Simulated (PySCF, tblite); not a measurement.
# C₅H₉BO₂S: geometry, infrared bands and NMR shifts

What infrared bands and NMR shifts should C₅H₉BO₂S (`C=C(SC)B1OCCO1`) show?

Programs: tblite 0.8.0 and PySCF 2.14.0, with density-fitted response routines of our own. Each step states its level of theory. These are calculated values for one molecule in the gas phase, unless marked as measured. Atoms are numbered from 0 throughout.

## (1) The molecule as given

18 atoms, charge 0, multiplicity 1; geometry from: force field or distance geometry start.

Bonds of the start (Å): C0–C1 1.35, C1–S2 1.80, S2–C3 1.81, C1–B4 1.57, B4–O5 1.45, O5–C6 1.40, C6–C7 1.54, C7–O8 1.40, O8–B4 1.44, C0–H9 1.07, C0–H10 1.09, C3–H11 1.12, C3–H12 1.12, C3–H13 1.11, C6–H14 1.11, C6–H15 1.12, C7–H16 1.12, C7–H17 1.10.

## (2) Geometry optimisation with GFN2-xTB

Job settings and geometry (Å):

```
{"job": {"kind": "relax", "xc": "GFN2-xTB", "basis": "xTB"}, "charge": 0, "multiplicity": 1}
C      1.762800    -0.945400    -1.279400
C      0.897600     0.073000    -1.084800
S      1.546000     1.738500    -0.895000
C      1.768900     1.612900     0.893000
B     -0.655900    -0.175200    -1.032300
O     -1.163800    -1.510200    -0.779700
C     -1.770900    -1.305000     0.461100
C     -2.030600     0.203800     0.630900
O     -1.510300     0.856800    -0.491900
H      2.819200    -0.760700    -1.312600
H      1.400200    -1.964000    -1.410500
H      0.794600     1.406500     1.401300
H      2.475700     0.786500     1.143200
H      2.188300     2.558700     1.283800
H     -1.111900    -1.672900     1.280100
H     -2.729700    -1.873400     0.511300
H     -3.128600     0.395400     0.689500
H     -1.560500     0.581200     1.553700
```

Run with:

```sh
$ OMP_NUM_THREADS=1 python probes_run.py task.json out
```

The driver reads the jobs from task.json and runs them one after another.

**Question.** This job is followed by: GFN2-xTB harmonic vibrations, gas phase; GIAO PBE0/pcSseg-1 NMR shielding, non-relativistic, gas phase. What will the session give for the following? strongest single infrared mode (GFN2-xTB); zero-point energy (GFN2-xTB); 13C shifts against TMS (PBE0/pcSseg-1, means over atoms taken as alike); 1H shifts against TMS (PBE0/pcSseg-1, means over atoms taken as alike); 33S shifts against CS2 (PBE0/pcSseg-1); 11B shifts against BF3·OEt2 (PBE0/pcSseg-1); 17O shifts against H2O (PBE0/pcSseg-1, means over atoms taken as alike); surface potential, 1st and 99th percentile.

As calculated:

| quantity | value |
| --- | --- |
| strongest single infrared mode (GFN2-xTB) | 1133 cm⁻¹, 192 km/mol |
| zero-point energy (GFN2-xTB) | 86.0 kcal/mol |
| 13C shifts against TMS (PBE0/pcSseg-1, means over atoms taken as alike) | 149.0, 134.9, 69.5, 20.4 ppm |
| 1H shifts against TMS (PBE0/pcSseg-1, means over atoms taken as alike) | 6.29, 6.25, 4.53, 2.48 ppm |
| 33S shifts against CS2 (PBE0/pcSseg-1) | 32 ppm |
| 11B shifts against BF3·OEt2 (PBE0/pcSseg-1) | 28.1 ppm |
| 17O shifts against H2O (PBE0/pcSseg-1, means over atoms taken as alike) | 128.1 ppm |
| surface potential, 1st and 99th percentile | -1.21 V and 1.24 V |

**Reading.** Over 125 steps the energy fell by 1.388 eV; of the close pairs, B4–O5 changed most, 1.451 to 1.366 Å. All 48 modes are real, so the xTB geometry is a minimum. The strongest single mode, at 1133 cm⁻¹, has its largest shares on B4, O5 and O8 (the list is cut at 3 atoms). Unscaled tight-binding wavenumbers are off by several per cent, some by more. Its intensities can rank the bands wrongly. The most deshielded carbon is C1 (fully substituted alkene carbon), at 149.0 ppm: an sp2 carbon of a C=C bond. At PBE0/pcSseg-1: The widest tensor belongs to S2: span 429 ppm, with a paramagnetic part of -584 ppm. By nearest atom (PBE0/pcSseg-1), the HOMO sits on S2 61 %; C0 17 % and the LUMO on C0, C1 about 24 % each; B4 20 %.
